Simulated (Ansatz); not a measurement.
# ZrN (quartet): wave-function methods side by side, def2-TZVPP

One table from this session's results is given with a row withheld; the runs are named, their logs left out.

Computed with Ansatz 0.2.0, Gaussian basis. Level: def2-TZVPP, core rule «outside noble gas», up to 5 orbitals frozen.

The runs, in order: UHF; ROHF; CCSD(T) on UHF.

2 further runs of the same task are left out: 2 set aside as unsound or not needed.

### The geometry

The geometry is a PBE0/def2-TZVP stationary point (not a proven minimum) of the parent state, kept for this charge and spin. No spin-orbit coupling is included. Elements past krypton take def2 core potentials.

2 atoms, charge 0, spin multiplicity 4.

Atoms are counted from 1 here; the program's logs count them from 0.

Bond lengths: Zr1–N2 1.684 Å.

The first run:

File in.yaml:

```yaml
crystal:
  periodic: [false, false, false]
  atoms:
    - {symbol: Zr, position_ang: [0.000000, 0.000000, 0.000000]}
    - {symbol: N, position_ang: [0.000000, 0.000000, 1.683832]}
basis:
  gaussian: {orbitals: def2-TZVPP}
magnetization: {spin_polarized: true, initial_magnetization: 3}
hamiltonian: {xc: hf}
output: {orbitals: {seedname: orbitals}}
```

The run is started by

```
ansatz run in.yaml --threads 1 --pin off --events-out ev --progress --plain --max-ram 4096MiB --backend cpu
```

Among the steps run: UHF; ROHF; CCSD(T) on UHF.

One of the session's tables, all rows but one given; the rest of the session is left out.

It belongs to the step «Misses and costs». 

| method | from UCCSD(T) (meV) |
| --- | --- |
| ROHF | +7490.5 |
| UHF | ? |
| UMP2 | +540.5 |
| UCCSD | +430.6 |
| UCCSD(T) | 0 |

Q: Estimate the row for UHF from the others.

As computed: from UCCSD(T) (meV): +7255.2. In the column «from UCCSD(T) (meV)» it lies between UMP2 (+540.5) and ROHF (+7490.5).
